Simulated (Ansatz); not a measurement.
**MoHO+ (septet): from Hartree-Fock to the top rungs, def2-TZVPP**

The task here is to estimate one member of a computed series from the others.

Computed with Ansatz 0.2.0, Gaussian basis. Level: def2-TZVPP, core rule «outside noble gas», up to 5 orbitals frozen.

To be run: UHF; CCSD(T) on ROHF; CCSD(T) on UHF; CCSDT(Q) on ROHF; CCSDT(Q) on UHF.

3 further runs of the same task are left out: 2 for a known fault of the program, 1 set aside as unsound or not needed. Runs told in other sessions of the task aren't counted.

### What is computed

The geometry is a PBE0/def2-TZVP stationary point (not a proven minimum). No spin-orbit coupling is included. Elements past krypton take def2 core potentials.

3 atoms, charge 1, spin multiplicity 7.

Atoms are counted from 1 here; the program's logs count them from 0.

Bond lengths: Mo1–O2 2.329 Å, O2–H3 0.976 Å. Angles: Mo1–O2–H3 180.0°.

Set-up of the first run:

Input file in.yaml:

```yaml
crystal:
  periodic: [false, false, false]
  atoms:
    - {symbol: Mo, position_ang: [0.000000, 0.000000, 1.877700]}
    - {symbol: O, position_ang: [0.000000, 0.000000, -0.450800]}
    - {symbol: H, position_ang: [0.000000, 0.000000, -1.426900]}
basis:
  gaussian: {orbitals: def2-TZVPP}
total_charge: 1
magnetization: {spin_polarized: true, initial_magnetization: 6}
hamiltonian: {xc: hf}
output: {orbitals: {seedname: orbitals}}
```

The run is started by

```console
$ ansatz run in.yaml --threads 1 --pin off --events-out ev --progress --plain --max-ram 4096MiB --backend cpu
```

Steps of the session up to this table: UHF; CCSD(T) on ROHF; CCSD(T) on UHF; CCSDT(Q) on ROHF; CCSDT(Q) on UHF.

One of the session's tables, all rows but one given; the rest of the session is left out.

```
   method  from RCCSDT(Q) (kJ/mol)
     ROHF                   +775.0
      UHF                   +755.8
     RMP2                    +72.7
     UMP2                    +68.0
    RCCSD                        ?
    UCCSD                    +13.9
 RCCSD(T)                     +2.0
 UCCSD(T)                     -3.7
   RCCSDT                     +0.5
   UCCSDT                     -5.2
RCCSDT(Q)                        0
UCCSDT(Q)                     -5.8
```

**Question.** Estimate the row for RCCSD.

**Answer.** from RCCSDT(Q) (kJ/mol): +19.8. In the column «from RCCSDT(Q) (kJ/mol)» it lies between UCCSD (+13.9) and UMP2 (+68.0).

To keep in mind: Restricted and unrestricted rows rest on different reference determinants; a gap between their highest levels can come from leftover correlation error, from unlike frozen cores or from another state.
